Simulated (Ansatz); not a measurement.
# Gd: the cost of one run

Computed with Ansatz 0.2.0 (DFT PBE+U, scalar-relativistic, plane waves, PAW, unless a step's input says otherwise).

1 further run of the same task is left out (set aside as unsound or not needed).

## Step 1: The system as given

Symmetry: P6_3/mmc, No. 194, hexagonal system. The conventional cell has a = 3.652 Å, b = 3.652 Å, c = 5.853 Å, α = 90.00°, β = 90.00°, γ = 120.00°. Gd (site symmetry -6m2) has 12 Gd at 3.61 to 3.65 Å as nearest neighbours.

Structure file:

```
CELL_PARAMETERS angstrom
3.65157 0.00000 0.00000
-1.82578 3.16235 0.00000
0.00000 0.00000 5.85285
ATOMIC_POSITIONS crystal
Gd 0.33333 0.66667 0.75000
Gd 0.66667 0.33333 0.25000
```

This cell was relaxed beforehand with the same method: volume 33.79 Å³/atom, gap on the mesh none (metal), site moments up to 7.5 μB.

## Step 2: Seeding the f shells in the cell of the plane

Contents of input.yaml:

```yaml
crystal:
  lattice:
    - [3.6515676241, 0.0, 0.0]
    - [-1.8257838121, 6.6525383115, 0.0]
    - [1.8257838121, 1.5032547152, 2.7822086274]
  atoms:
    - { symbol: Gd, position: [0.5833333333, 0.25, 0.0833333333], spin: 8.25 }
    - { symbol: Gd, position: [0.4166666667, 0.75, 0.9166666667], spin: 8.25 }
basis:
  ecutwfc: 420
kpoints:
  mp_grid: { grid: [5, 3, 6] }
hamiltonian:
  xc: pbe
  hubbard: { sites: [{ species: Gd, l: f, u_eff: 6.0 }] }
scf:
  occupations: { method: gaussian, width: 0.1 }
output:
  forces: true
  stress: true
  eigenvalues: true
  hubbard: { sites: [{ species: Gd, l: f }] }
  populations: true
magnetization:
  spin_polarized: true
```

Started as:

```bash
$ ansatz run input.yaml --threads 4 --pin off --max-ram 10240MiB --backend cpu --events-out ev --progress --plain --runs-dir out
```

**Question.** How long does this run take on 4 threads of Arm Neoverse V2, shared host, and how much memory does it need?

About 4 s, with a peak of 0.54 GiB.
